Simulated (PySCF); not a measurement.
# AsH−: bond curves at several levels of theory

One job finds the state of AsH−, follows it along the bond with each method and fits the curves.

Program: PySCF 2.14.0. Level of theory: As aug-cc-pVDZ-DK, H aug-cc-pVDZ-DK, spin-free X2C with a Gaussian nucleus. These are calculated values, not measurements.

2 further runs of the same task are left out: 2 set aside as unsound or not needed.

## Step 1: The job

The job is set up so:

* atoms: As, H
* charge: -1
* basis: As aug-cc-pVDZ-DK, H aug-cc-pVDZ-DK
* Hamiltonian: spin-free X2C with a Gaussian nucleus
* basis functions: 45
* electrons treated: 35
* masses in u: 74.9216, 1.0078
* levels: PBE0, PBE, r²SCAN, M06-2X, M06-L, BLYP, MP2, SCS-MP2, CCSD, CCSD(T)
* grid: 80 radial by 434 angular points
* occupations: held fixed by the projection of orbital angular momentum
* dissociation limit: As− + H, each in its ground configuration
* starting distance in angstrom: 1.595
* values of 2S to try: 1, 3

The run is started by

```bash
OMP_NUM_THREADS=1 python dia.py task.json out
```

After this run come: PBE0 along the bond; PBE (GGA); r²SCAN; M06-2X; M06-L (meta-GGA); BLYP (GGA); Adding correlation.

Q: Predict the outcome of this session. Wanted: for each run, Re; ωe; De; μ.

The runs gave:

Lowest PBE0 solution found, without spin–orbit coupling: ²Π (doublet), unpaired electrons π ↑.

```csv
level,Re (Å),ωe (cm⁻¹),De (eV),μ (D)
UHF-MP2,1.541,2111,2.85,n/a
UHF-SCS-MP2,1.545,2083,2.92,n/a
UHF-CCSD,1.550,2042,2.94,n/a
UHF-CCSD(T),1.553,2026,2.98,n/a
PBE,1.566,1974,3.10,-0.42
BLYP,1.573,1924,3.13,-0.49
r²SCAN,1.547,2051,3.10,-0.31
M06-L,1.553,2042,3.17,-0.36
PBE0,1.549,2057,3.05,-0.33
M06-2X,1.547,2085,2.97,-0.31
```

De is counted to As− + H in their ground configurations. A positive dipole points from As to H; in an ion it is taken about the centre of mass and does not tell which atom is negative.

Differences from CCSD(T) in the same basis:

| level | Re (mÅ) | ωe (%) |
| --- | --- | --- |
| UHF-MP2 | -12 | +4.2 |
| UHF-SCS-MP2 | -7 | +2.8 |
| UHF-CCSD | -3 | +0.8 |
| PBE | +13 | -2.6 |
| BLYP | +20 | -5.1 |
| r²SCAN | -6 | +1.2 |
| M06-L | 0 | +0.8 |
| PBE0 | -3 | +1.5 |
| M06-2X | -6 | +2.9 |

In words: Judged by CCSD(T) in the same basis: best bond length M06-L (0 mÅ), worst BLYP (+20 mÅ); best wavenumber UHF-CCSD and M06-L (+0.8 %), worst BLYP (-5.1 %). PBE gives a bond that is too long and too soft, as GGAs tend to. CCSD(T) in a basis this small is itself some way from its limit, more so than the functionals. Of the levels with a De here, UHF-MP2 gives the least (2.85 eV) and M06-L the most (3.17 eV).

Correlated steps freeze 9 core orbitals. With some functionals the highest level of the anion is positive, from self-interaction error or because the anion is truly unbound there; the finite basis then holds the extra electron, and no neutral molecule was run to test the binding.
